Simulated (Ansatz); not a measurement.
# C₂H₉AlOS: basis-set convergence

An exercise on one series of results from a longer session: the logs are not shown, and one member is left open.

The runs use Ansatz 0.2.0, Gaussian basis; one geometry, several basis sets.

The runs, in order: PBE0-D4/def2-SVP; ωB97M-V/def2-SVP; PBE0-D4/def2-QZVPP; ωB97M-V/def2-QZVPP; the functionals' def2-TZVPP values are taken from earlier runs.

### The geometry

The geometry comes from an earlier relaxation with PBE0-D4 in a triple-zeta def2 set; it is a stationary point, not always the lowest conformer.

SMILES `[CH3][Al-]([CH3])([OH])[SH2+]`, 14 atoms, charge 0, spin multiplicity 1.

Atoms are counted from 1 here; the program's logs count them from 0.

Bond lengths: C1–Al2 1.963 Å, C1–H6 1.096 Å, C1–H7 1.095 Å, C1–H8 1.095 Å, Al2–C3 1.960 Å, Al2–O4 1.726 Å, Al2–S5 2.625 Å, C3–H9 1.094 Å, C3–H10 1.096 Å, C3–H11 1.095 Å, O4–H12 0.955 Å, S5–H13 1.343 Å, S5–H14 1.344 Å. Angles: Al2–C1–H6 111.0°, Al2–C1–H7 111.9°, Al2–C1–H8 112.8°, H6–C1–H7 106.5°, H6–C1–H8 106.9°, H7–C1–H8 107.4°, C1–Al2–C3 121.9°, C1–Al2–O4 119.3°, C1–Al2–S5 100.2°, C3–Al2–O4 114.5°, C3–Al2–S5 98.6°, O4–Al2–S5 91.5°, Al2–C3–H9 112.2°, Al2–C3–H10 110.6°, Al2–C3–H11 112.7°, H9–C3–H10 106.6°, H9–C3–H11 107.9°, H10–C3–H11 106.6° and more.

Set-up of the first run:

Contents of in.yaml:

```yaml
crystal:
  periodic: [false, false, false]
  atoms:
    - {symbol: C, position_ang: [-1.932951, 0.510269, 0.205984]}
    - {symbol: Al, position_ang: [-0.151361, -0.299910, 0.352595]}
    - {symbol: C, position_ang: [1.412273, 0.733174, 0.925429]}
    - {symbol: O, position_ang: [-0.016340, -2.002642, 0.603856]}
    - {symbol: S, position_ang: [0.456217, -0.554983, -2.188657]}
    - {symbol: H, position_ang: [-2.373507, 0.670757, 1.196363]}
    - {symbol: H, position_ang: [-1.897703, 1.490523, -0.281228]}
    - {symbol: H, position_ang: [-2.635764, -0.110362, -0.358764]}
    - {symbol: H, position_ang: [2.349342, 0.192968, 0.758273]}
    - {symbol: H, position_ang: [1.360453, 0.945981, 1.999004]}
    - {symbol: H, position_ang: [1.487284, 1.700963, 0.418531]}
    - {symbol: H, position_ang: [-0.789401, -2.562602, 0.640876]}
    - {symbol: H, position_ang: [1.526660, -1.295698, -1.858032]}
    - {symbol: H, position_ang: [1.191898, 0.552360, -2.385428]}
basis:
  gaussian: {orbitals: def2-SVP}
hamiltonian: {xc: pbe0, dispersion: d4}
output: {orbitals: {seedname: orbitals}}
```

The run is started by

```sh
ansatz run in.yaml --threads 4 --pin off --events-out ev --progress --plain --max-ram 10444MiB
```

Steps of the session up to this table: PBE0-D4 in def2-SVP; ωB97M-V in def2-SVP; PBE0-D4 in def2-QZVPP; ωB97M-V in def2-QZVPP.

One of the session's tables, all rows but one given; the rest of the session is left out.

It belongs to the step «Functionals by basis». 

```
functional       basis  HOMO (eV)  LUMO (eV)
   PBE0-D4    def2-SVP      -7.03       0.15
   PBE0-D4  def2-TZVPP          ?          ?
   PBE0-D4  def2-QZVPP      -7.17      -0.41
   ωB97M-V    def2-SVP      -9.28       2.06
   ωB97M-V  def2-TZVPP      -9.40       1.54
   ωB97M-V  def2-QZVPP      -9.42       0.97
```

Estimate the missing values for PBE0-D4, def2-TZVPP.

**Answer.** HOMO (eV): -7.14; LUMO (eV): -0.31. In the column «HOMO (eV)» it lies between PBE0-D4, def2-QZVPP (-7.17) and PBE0-D4, def2-SVP (-7.03).
